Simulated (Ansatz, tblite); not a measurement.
# GeHBr3: a ladder of methods and basis sets

The task here is to estimate one member of a computed series from the others.

The runs use Ansatz 0.2.0, Gaussian basis; as each input shows.

Plan: GFN1-xTB, GFN2-xTB, PBE-D4/def2-TZVP, r2SCAN-D4/def2-TZVP, CAM-B3LYP-D4/def2-TZVP, r2SCANh-D4/def2-TZVP, revPBE-D4/def2-TZVP, HF/def2-TZVP, PBE-QIDH/def2-TZVP, B3LYP-D4/def2-TZVP, ωB97M-V/def2-TZVP, PBE-D4/def2-SVP, PBE0-D4/def2-SVP, HF/6-31G, B3LYP-D4/6-31G, CCSD(T)/def2-SVP, MP2/def2-TZVP, RPA/def2-TZVP.

## The structure

The geometry is that of the singlet, from an earlier relaxation (r2SCAN-D4/def2-SVP).

5 atoms, charge 0, spin multiplicity 1.

Bond lengths: Ge1–H2 1.528 Å, Ge1–Br3 2.295 Å, Ge1–Br4 2.295 Å, Ge1–Br5 2.295 Å. Angles: H2–Ge1–Br3 109.7°, H2–Ge1–Br4 109.7°, H2–Ge1–Br5 109.7°, Br3–Ge1–Br4 109.2°, Br3–Ge1–Br5 109.2°, Br4–Ge1–Br5 109.2°.

PBE0-D4/def2-TZVP was run before; its log isn't repeated, and its numbers join the tables.

The first run:

Tight binding, by tblite at 300 K electronic temperature and without a spin-polarisation term:

```python
tblite.interface.Calculator('GFN1-xTB', numbers, positions, charge=0, uhf=0).singlepoint()
```

Tight binding, by tblite at 300 K electronic temperature and without a spin-polarisation term:

```python
tblite.interface.Calculator('GFN2-xTB', numbers, positions, charge=0, uhf=0).singlepoint()
```

start.molden holds the orbitals of an earlier run on this state, given as this run's starting guess.

File in.yaml:

```yaml
crystal:
  periodic: [false, false, false]
  atoms:
    - {symbol: Ge, position_ang: [0.000470, -0.001447, 0.159101]}
    - {symbol: H, position_ang: [0.006782, -0.014453, 1.687056]}
    - {symbol: Br, position_ang: [2.157564, 0.010033, -0.623871]}
    - {symbol: Br, position_ang: [-1.086400, 1.873674, -0.594856]}
    - {symbol: Br, position_ang: [-1.078426, -1.867798, -0.627429]}
basis:
  gaussian: {orbitals: def2-TZVP, initial_orbitals: start.molden}
hamiltonian: {xc: pbe, dispersion: d4}
scf: {omitted_lower_state_checks: [starts]}
output: {orbitals: {seedname: orbitals}}
```

Launch:

```
> ansatz run in.yaml --threads 4 --pin off --events-out ev --progress --plain --max-ram 3916MiB
```

Among the steps run: PBE-D4/def2-TZVP; r2SCAN-D4/def2-TZVP; CAM-B3LYP-D4/def2-TZVP; r2SCANh-D4/def2-TZVP; revPBE-D4/def2-TZVP; HF/def2-TZVP; PBE-QIDH/def2-TZVP; B3LYP-D4/def2-TZVP; ωB97M-V/def2-TZVP; PBE-D4/def2-SVP; PBE0-D4/def2-SVP; HF/6-31G; B3LYP-D4/6-31G; CCSD(T)/def2-SVP; MP2/def2-TZVP; RPA/def2-TZVP.

One table of the session follows, with a row left open; its other results are not shown here.

It belongs to the step «Binding energy». 

```
                method  binding an atom (eV)
              HF/6-31G                 1.365
           HF/def2-SVP                 1.739
          HF/def2-TZVP                 1.768
       PBE-D4/def2-SVP                 2.577
      PBE-D4/def2-TZVP                 2.578
   revPBE-D4/def2-TZVP                 2.490
   r2SCAN-D4/def2-TZVP                 2.586
  r2SCANh-D4/def2-TZVP                 2.564
        B3LYP-D4/6-31G                 2.190
    B3LYP-D4/def2-TZVP                 2.471
      PBE0-D4/def2-SVP                     ?
     PBE0-D4/def2-TZVP                 2.546
CAM-B3LYP-D4/def2-TZVP                 2.460
     ωB97M-V/def2-TZVP                 2.484
          MP2/def2-SVP                 2.393
         MP2/def2-TZVP                 2.562
         CCSD/def2-SVP                 2.257
      CCSD(T)/def2-SVP                 2.303
```

**Question.** Estimate the row for PBE0-D4/def2-SVP.

The run gave: binding an atom (eV): 2.531. In the column «binding an atom (eV)» it lies between revPBE-D4/def2-TZVP (2.490) and PBE0-D4/def2-TZVP (2.546).

Limits of these values: Free atoms were run apart at each level; binding is atoms less cluster, divided by the number of atoms, without zero-point or spin-orbit terms.
